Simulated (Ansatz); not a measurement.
# TiHO+ (triplet): wave-function methods side by side, def2-QZVPP

An exercise on one series of results from a longer session: the logs are not shown, and one member is left open.

Computed with Ansatz 0.2.0, Gaussian basis. Level: def2-QZVPP, core rule «outside noble gas», up to 10 orbitals frozen.

The runs, in order: UHF; ROHF; CCSD(T) on UHF.

2 further runs of the same task are left out: 2 set aside as unsound or not needed. Runs told in other sessions of the task aren't counted.

## The system

The geometry is a PBE0/def2-TZVP stationary point (not a proven minimum) of the parent state, kept for this charge and spin.

3 atoms, charge 1, spin multiplicity 3.

Atoms are counted from 1 here; the program's logs count them from 0.

Bond lengths: Ti1–O2 1.726 Å, O2–H3 0.961 Å. Angles: Ti1–O2–H3 180.0°.

The first run:

in.yaml reads:

```yaml
crystal:
  periodic: [false, false, false]
  atoms:
    - {symbol: Ti, position_ang: [0.000000, 0.000000, 1.471000]}
    - {symbol: O, position_ang: [0.000000, 0.000000, -0.255200]}
    - {symbol: H, position_ang: [0.000000, 0.000000, -1.215800]}
basis:
  gaussian: {orbitals: "def2-QZVPP.json"}
total_charge: 1
magnetization: {spin_polarized: true, initial_magnetization: 2}
hamiltonian: {xc: hf}
output: {orbitals: {seedname: orbitals}}
```

The run is started by

```sh
$ ansatz run in.yaml --threads 1 --pin off --events-out ev --progress --plain --max-ram 2816MiB --backend cpu
```

Among the steps run: UHF; ROHF; CCSD(T) on UHF.

One of the session's tables, all rows but one given; the rest of the session is left out.

| method | from UCCSD(T) (kcal/mol) |
| --- | --- |
| ROHF | ? |
| UMP2 | +11.02 |
| UCCSD | +9.65 |
| UCCSD(T) | 0 |

Q: Estimate the row for ROHF from the others.

**Answer.** from UCCSD(T) (kcal/mol): +209.62. In the column «from UCCSD(T) (kcal/mol)» it is the highest.

Left out of the table: UHF (another determinant or state than the rows shown).

Caveats from the session: Warnings: coupled cluster took another determinant than the lowest.
